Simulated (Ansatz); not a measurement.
# AsO: the cost of one run

Program: Ansatz 0.2.0, Gaussian basis. Level of theory: def2-QZVPP, all electrons in the functionals, frozen cores in the correlation of double hybrids and RPA. These are calculated values, not measurements.

Plan: PBE, BLYP, r2SCAN, B97M-V, PBE0, B3LYP, wB97M-V, B2PLYP, at charge 1, singlet; charge 1, triplet.

4 further runs of the same task are left out: 4 set aside as unsound or not needed.

**1. The system**

The geometry is a PBE0/def2-TZVP stationary point (not a proven minimum). No spin-orbit coupling is included. The filled d shell of As may be among the frozen orbitals whatever the setting's name suggests; the logs give the count.

2 atoms, charge 1, spin multiplicity 1.

Atoms are counted from 1 here; the program's logs count them from 0.

Bond lengths: O1–As2 1.557 Å.

No dispersion term is added; B97M-V, wB97M-V hold VV10 nonlocal correlation. B3LYP takes the VWN-RPA correlation.

The geometry shown and the zero of energy belong to the point charge 1, singlet. The yardstick, RCCSD(T), and other wave-function levels (R restricted, U unrestricted, valence and pair active spaces) come from earlier runs.

**2. PBE, charge 1, singlet**

Contents of in.yaml:

```yaml
crystal:
  periodic: [false, false, false]
  atoms:
    - {symbol: O, position_ang: [0.000000, 0.000000, 0.000000]}
    - {symbol: As, position_ang: [0.000000, 0.000000, 1.557300]}
basis:
  gaussian: {orbitals: "def2-QZVPP.json"}
total_charge: 1
magnetization: {spin_polarized: true, initial_magnetization: 0}
hamiltonian: {xc: {name: PBE}}
output: {orbitals: {seedname: orbitals}}
```

Started as:

```
$ ansatz run in.yaml --threads 1 --pin off --events-out ev --progress --plain --max-ram 2393MiB
```

**Question.** How long does this run take on 1 thread of Arm Neoverse V2, shared host?

About 3 s.
